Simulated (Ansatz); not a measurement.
# GaO: the cost of one run

Program: Ansatz 0.2.0. Level of theory: DFT PBE, scalar-relativistic, plane waves, PAW. These are calculated values, not measurements.

4 further runs of the same task are left out: 4 set aside as unsound or not needed. Runs told in other sessions of the task aren't counted.

### Step 1. The structure to begin with

It takes space group P6_3/mmc (No. 194, hexagonal). Conventional cell: a = 3.105 Å, b = 3.105 Å, c = 13.915 Å, α = 90.00°, β = 90.00°, γ = 120.00°. Around Ga (site symmetry 3m) lie 3 O at 1.93 Å. Around O (site symmetry 3m) lie 3 Ga at 1.93 Å.

As a file:

```
CELL_PARAMETERS angstrom
3.10466 0.00000 0.00000
-1.55233 2.68872 0.00000
0.00000 0.00000 13.91460
ATOMIC_POSITIONS crystal
Ga 0.33333 0.66667 0.15997
Ga 0.66667 0.33333 0.65997
Ga 0.33333 0.66667 0.34003
Ga 0.66667 0.33333 0.84003
O 0.33333 0.66667 0.60767
O 0.66667 0.33333 0.10767
O 0.33333 0.66667 0.89233
O 0.66667 0.33333 0.39233
```

The cell was made up by rule, so the compound may not exist in this form.

It is the result of an earlier relaxation at this level (volume 14.52 Å³/atom; gap on the mesh: 1.21 eV).

The cell was built by a swap of Se by O in GaSe; it need not be the stable form of this composition.

### Step 2. The cell at 0.98 of its volume

Input file input.yaml:

```yaml
crystal:
  lattice:
    - [3.0838255515, 0.0, 0.0]
    - [-1.5419127757, 2.6706712685, 0.0]
    - [0.0, 0.0, 13.8212127046]
  atoms:
    - { symbol: Ga, position: [0.3333333333, 0.6666666667, 0.1599723233] }
    - { symbol: Ga, position: [0.6666666667, 0.3333333333, 0.6599723233] }
    - { symbol: Ga, position: [0.3333333333, 0.6666666667, 0.3400276767] }
    - { symbol: Ga, position: [0.6666666667, 0.3333333333, 0.8400276767] }
    - { symbol: O, position: [0.3333333333, 0.6666666667, 0.6076662279] }
    - { symbol: O, position: [0.6666666667, 0.3333333333, 0.1076662279] }
    - { symbol: O, position: [0.3333333333, 0.6666666667, 0.8923337721] }
    - { symbol: O, position: [0.6666666667, 0.3333333333, 0.3923337721] }
basis:
  ecutwfc: 420
kpoints:
  mp_grid: { grid: [12, 12, 2] }
hamiltonian:
  xc: pbe
scf:
  occupations: { method: fixed }
output:
  forces: true
  stress: true
  eigenvalues: true
  write_density: true
  write_potential: true
  elf: true
  volumetric_format: npy
relax:
  adjacent_minimum: "off"
  f_tol: 0.001
  max_steps: 60
  cell: { stress_tol: 0.01, fix: [volume] }
```

Command:

```
$ ansatz run input.yaml --threads 2 --pin off --max-ram 6144MiB --backend cpu --events-out ev --progress --plain --runs-dir out
```

**Question.** How long does this run take on 2 threads of Intel Xeon at 2.50GHz (Skylake/Cascade Lake), shared host, and how much memory does it need?

About 94 s, with a peak of 0.53 GiB.
